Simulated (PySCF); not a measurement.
# GeCl2 (SMILES Cl[Ge]Cl): revPBE/aug-cc-pVDZ

What is the energy change on altering one bond length of GeCl2 at revPBE/aug-cc-pVDZ? 

Program for the calculation: PySCF 2.14.0.

2 further runs of the same task are left out: 2 set aside as unsound or not needed.

### Step 1. The structure to begin with

GeCl2: 3 atoms, total charge 0, spin state singlet. As SMILES, `Cl[Ge]Cl`. Geometry: relaxed at PBE0-D4/def2-TZVP.

Bond lengths: Cl1–Ge2 2.182 Å, Ge2–Cl3 2.182 Å. Angles: Cl1–Ge2–Cl3 100.0°.

### Step 2. The energy at revPBE/aug-cc-pVDZ

Input file input.xyz:

```xyz
3
Cl2Ge
Cl    -0.065420    -1.681680     0.422740
Ge    -0.421210     0.067170    -0.832020
Cl     0.486630     1.614500     0.409270
```

Input file run.py:

```python
# Cl[Ge]Cl
from pyscf import gto, dft

mol = gto.Mole()
mol.atom = 'input.xyz'
mol.spin = 0
mol.basis = 'aug-cc-pvdz'
mol.verbose = 3
mol.max_memory = 1860
mol.build()

myscf = dft.RKS(mol, xc='revpbe')
myscf.grids.level = 5
myscf.conv_tol = 1e-10
myscf.kernel()
if not myscf.converged:
    myscf = myscf.newton().run(myscf.mo_coeff, myscf.mo_occ)

e_tot = myscf.e_tot
print('E = %.10f Eh' % e_tot)
```

The run is started by

```bash
OMP_NUM_THREADS=1 python run.py
```

Standard output:

```text
converged SCF energy = -2997.14914076873
E = -2997.1491407687 Eh
```

Wall time 27 s (1 thread of AMD EPYC (Zen 3), shared host); peak memory 0.46 GiB.

### Step 3. The distorted shape, same level

Input file geometry.xyz:

```xyz
3
Cl2Ge
Cl     0.219208    -3.080741     1.426534
Ge    -0.421210     0.067170    -0.832020
Cl     0.486630     1.614500     0.409270
```

Input file job.py:

```python
from pyscf import gto, dft

system = gto.Mole()
system.atom = 'geometry.xyz'
system.verbose = 4
system.charge = 0
system.max_memory = 1860
system.basis = 'aug-cc-pvdz'
system.build()

mf = dft.RKS(system, xc='revpbe')
mf.grids.level = 5
mf.conv_tol = 1e-10
mf.kernel()
if not mf.converged:
    mf = mf.newton().run(mf.mo_coeff, mf.mo_occ)

e_final = mf.e_tot
print('E = %.10f Eh' % e_final)
```

The run is started by

```bash
OMP_NUM_THREADS=1 python job.py
```

Standard output:

```text
PySCF version 2.14.0

[INPUT] num. atoms = 3
[INPUT] num. electrons = 66
[INPUT] charge = 0
[INPUT] spin (= nelec alpha-beta = 2S) = 0
[INPUT] symmetry False subgroup None
[INPUT] Mole.unit = angstrom
[INPUT] Symbol           X                Y                Z      unit          X                Y                Z       unit  Magmom
[INPUT]  1 Cl     0.219208000000  -3.080741000000   1.426534000000 AA    0.414243084314  -5.821756750719   2.695758567380 Bohr   0.0
[INPUT]  2 Ge    -0.421210000000   0.067170000000  -0.832020000000 AA   -0.795971540928   0.126932903787  -1.572289930161 Bohr   0.0
[INPUT]  3 Cl     0.486630000000   1.614500000000   0.409270000000 AA    0.919597423997   3.050962828110   0.773408211001 Bohr   0.0

nuclear repulsion = 237.048898670569
number of shells = 25
number of NR pGTOs = 186
number of NR cGTOs = 90
basis = aug-cc-pvdz
ecp = {}

******** <class 'pyscf.dft.rks.RKS'> ********
method = RKS
initial guess = minao
damping factor = 0
level_shift factor = 0
DIIS = <class 'pyscf.scf.diis.CDIIS'>
diis_start_cycle = 1
diis_space = 8
diis_damp = 0
SCF conv_tol = 1e-10
SCF conv_tol_grad = None
SCF max_cycles = 50
direct_scf = True
direct_scf_tol = 1e-13
XC library pyscf.dft.libxc version 7.0.0
    S. Lehtola, C. Steigemann, M. J.T. Oliveira, and M. A.L. Marques.,  SoftwareX 7, 1–5 (2018)
XC functionals = revpbe
    Y. Zhang and W. Yang.,  Phys. Rev. Lett. 80, 890 (1998)
    J. P. Perdew, K. Burke, and M. Ernzerhof.,  Phys. Rev. Lett. 77, 3865 (1996)
    J. P. Perdew, K. Burke, and M. Ernzerhof.,  Phys. Rev. Lett. 78, 1396 (1997)
radial grids:
    Treutler-Ahlrichs [JCP 102, 346 (1995); DOI:10.1063/1.469408] (M4) radial grids

becke partition: Becke, JCP 88, 2547 (1988); DOI:10.1063/1.454033
pruning grids: <function nwchem_prune>
grids dens level: 5
symmetrized grids: False
atomic radii adjust function: <function treutler_atomic_radii_adjust>
small_rho_cutoff = 0
Set gradient conv threshold to 1e-05
Initial guess from minao.
tot grids = 130832
init E= -2996.41471763549
  HOMO = -0.30459666748429  LUMO = -0.121171518542253  gap/eV = 4.99125
cycle= 1 E= -2996.85775133998  delta_E= -0.443  |g|= 0.612  |ddm|= 1.18
  HOMO = -0.17102994818671  LUMO = -0.078181991738034  gap/eV = 2.52652
cycle= 2 E= -2988.56796598686  delta_E= 8.29  |g|= 2.33  |ddm|= 4.02
  HOMO = -0.250652997713054  LUMO = -0.151781197119703  gap/eV = 2.69044
cycle= 3 E= -2996.72432759631  delta_E= -8.16  |g|= 0.903  |ddm|= 4.01
  HOMO = -0.18977244176972  LUMO = -0.176505366973786  gap/eV = 0.36102
cycle= 4 E= -2997.03196005459  delta_E= -0.308  |g|= 0.226  |ddm|= 1.23
  HOMO = -0.202976202121132  LUMO = -0.201840201356611  gap/eV = 0.03091
cycle= 5 E= -2995.87468306174  delta_E= 1.16  |g|= 1.24  |ddm|=  1.8
  HOMO = -0.202759272295434  LUMO = -0.201370874105697  gap/eV = 0.03778
cycle= 6 E= -2995.85615567353  delta_E= 0.0185  |g|= 1.26  |ddm|= 0.0175
  HOMO = -0.216612553379819  LUMO = -0.197500937154151  gap/eV = 0.52005
cycle= 7 E= -2997.04168424761  delta_E= -1.19  |g|= 0.128  |ddm|= 1.86

WARN: HOMO -0.194807263810355 == LUMO -0.194321749911

cycle= 8 E= -2995.69960685388  delta_E= 1.34  |g|= 1.39  |ddm|= 1.89

WARN: HOMO -0.195317315828862 == LUMO -0.194843937121757

cycle= 9 E= -2995.7237690008  delta_E= -0.0242  |g|= 1.37  |ddm|= 0.0204

WARN: HOMO -0.198321870029718 == LUMO -0.197500410407037

cycle= 10 E= -2996.18961375157  delta_E= -0.466  |g|= 1.29  |ddm|= 1.69
  HOMO = -0.204541262082554  LUMO = -0.198218291585553  gap/eV = 0.17206
cycle= 11 E= -2997.04620599824  delta_E= -0.857  |g|= 0.0979  |ddm|= 1.33
  HOMO = -0.201701911681829  LUMO = -0.19896498745689  gap/eV = 0.07448
cycle= 12 E= -2997.036245055  delta_E= 0.00996  |g|= 0.171  |ddm|= 0.123
  HOMO = -0.20027357072004  LUMO = -0.198363409778345  gap/eV = 0.05198
cycle= 13 E= -2997.02858705481  delta_E= 0.00766  |g|= 0.214  |ddm|= 0.0573
  HOMO = -0.202601418316445  LUMO = -0.197886266834734  gap/eV = 0.12831
cycle= 14 E= -2997.05032810239  delta_E= -0.0217  |g|= 0.0456  |ddm|= 0.226
  HOMO = -0.204505668950907  LUMO = -0.19796338515691  gap/eV = 0.17802
cycle= 15 E= -2997.051446075  delta_E= -0.00112  |g|= 0.0102  |ddm|= 0.116
  HOMO = -0.204361996822448  LUMO = -0.198082646315756  gap/eV = 0.17087
cycle= 16 E= -2997.05151205796  delta_E= -6.6e-05  |g|= 0.00218  |ddm|= 0.03
  HOMO = -0.20431123198422  LUMO = -0.19802319076276  gap/eV = 0.17111
cycle= 17 E= -2997.05151422723  delta_E= -2.17e-06  |g|= 0.000824  |ddm|= 0.00325
  HOMO = -0.204333091787301  LUMO = -0.197997192941523  gap/eV = 0.17241
cycle= 18 E= -2997.05151447952  delta_E= -2.52e-07  |g|= 0.000561  |ddm|= 0.00274
  HOMO = -0.204324244909174  LUMO = -0.198006144205889  gap/eV = 0.17192
cycle= 19 E= -2997.05151466133  delta_E= -1.82e-07  |g|= 0.000116  |ddm|= 0.000776
  HOMO = -0.204321233952659  LUMO = -0.198008390168671  gap/eV = 0.17178
cycle= 20 E= -2997.05151466945  delta_E= -8.12e-09  |g|= 2.56e-05  |ddm|= 0.000241
  HOMO = -0.204322224889697  LUMO = -0.198008196879174  gap/eV = 0.17181
cycle= 21 E= -2997.05151466983  delta_E= -3.84e-10  |g|= 5.87e-06  |ddm|= 4.52e-05
  HOMO = -0.204321938702122  LUMO = -0.198008221699415  gap/eV = 0.17180
cycle= 22 E= -2997.05151466985  delta_E= -1.64e-11  |g|= 2.47e-06  |ddm|= 1.22e-05
  HOMO = -0.204323196925973  LUMO = -0.198007682241008  gap/eV = 0.17185
Extra cycle  E= -2997.05151466839  delta_E= 1.46e-09  |g|= 4.92e-05  |ddm|= 8.97e-05
SCF not converged.
SCF energy = -2997.05151466839

******** <class 'pyscf.soscf.newton_ah.SecondOrderRKS'> ********
method = SecondOrderRKS
initial guess = minao
damping factor = 0
level_shift factor = 0
DIIS = <class 'pyscf.scf.diis.CDIIS'>
diis_start_cycle = 1
diis_space = 8
diis_damp = 0
SCF conv_tol = 1e-10
SCF conv_tol_grad = None
SCF max_cycles = 50
direct_scf = True
direct_scf_tol = 1e-13
XC library pyscf.dft.libxc version 7.0.0
    S. Lehtola, C. Steigemann, M. J.T. Oliveira, and M. A.L. Marques.,  SoftwareX 7, 1–5 (2018)
XC functionals = revpbe
    Y. Zhang and W. Yang.,  Phys. Rev. Lett. 80, 890 (1998)
    J. P. Perdew, K. Burke, and M. Ernzerhof.,  Phys. Rev. Lett. 77, 3865 (1996)
    J. P. Perdew, K. Burke, and M. Ernzerhof.,  Phys. Rev. Lett. 78, 1396 (1997)
radial grids:
    Treutler-Ahlrichs [JCP 102, 346 (1995); DOI:10.1063/1.469408] (M4) radial grids

becke partition: Becke, JCP 88, 2547 (1988); DOI:10.1063/1.454033
pruning grids: <function nwchem_prune>
grids dens level: 5
symmetrized grids: False
atomic radii adjust function: <function treutler_atomic_radii_adjust>
small_rho_cutoff = 0
******** <class 'pyscf.dft.rks.RKS'> Newton solver flags ********
SCF tol = 1e-10
conv_tol_grad = None
max. SCF cycles = 50
direct_scf = True
direct_scf_tol = 1e-13
max_cycle_inner = 12
max_stepsize = 0.05
ah_start_tol = 1e+09
ah_level_shift = 0
ah_conv_tol = 1e-12
ah_lindep = 1e-14
ah_start_cycle = 1
ah_max_cycle = 40
ah_grad_trust_region = 2.5
kf_interval = 4
kf_trust_region = 5
canonicalization = True
Set conv_tol_grad to 1e-05
  HOMO = -0.204298127356898  LUMO = -0.198017781527979  gap/eV = 0.17090
Initial guess E= -2997.05151466839  |g|= 4.91663e-05
macro= 0  E= -2997.05151466984  delta_E= -1.45383e-09  |g|= 4.91663e-05  1 KF 3 JK
macro= 1  E= -2997.05151466984  delta_E= 7.7307e-12  |g|= 1.24613e-06  1 KF 2 JK
Canonicalize SCF orbitals
macro X = 2  E=-2997.05151466984  |g|= 1.24613e-06  total 3 KF 8 JK
converged SCF energy = -2997.05151466984
E = -2997.0515146698 Eh
```

Run time: 47 s. Hardware: 1 thread of AMD EPYC (Zen 3), shared host; peak memory 0.5 GiB.

### Step 4. Results

At revPBE/aug-cc-pVDZ:

```
                                                           quantity           value
                                          first shape: total energy  -2997.14914 Eh
                                         first shape: dipole moment          1.86 D
                                           first shape: HOMO energy        -7.05 eV
                                           first shape: LUMO energy        -3.81 eV
                                         first shape: HOMO–LUMO gap         3.24 eV
                                      distorted shape: total energy  -2997.05151 Eh
                                     distorted shape: dipole moment          8.65 D
                                       distorted shape: HOMO energy        -5.56 eV
                                       distorted shape: LUMO energy        -5.39 eV
                                     distorted shape: HOMO–LUMO gap         0.17 eV
energy change with the Cl1–Ge2 bond stretched from 2.182 to 3.927 Å        2.657 eV
```

**Reading.** One bond (distorted shape) is far stretched, which a spin-restricted single reference describes badly; a broken-symmetry solution may lie lower. With the Cl1–Ge2 bond stretched from 2.182 to 3.927 Å the energy rises by 2.66 eV (61 kcal/mol). The first shape isn't relaxed at this level, so the change isn't measured from a minimum. A restricted reference can't describe the breaking bond well at this length. Mulliken charges (first shape) run from -0.35 on Cl1 to +0.69 on Ge2; in a basis this large or diffuse they mean little. Mulliken charges (distorted shape) run from -0.49 on Cl1 to +0.74 on Ge2; in a basis this large or diffuse they mean little.
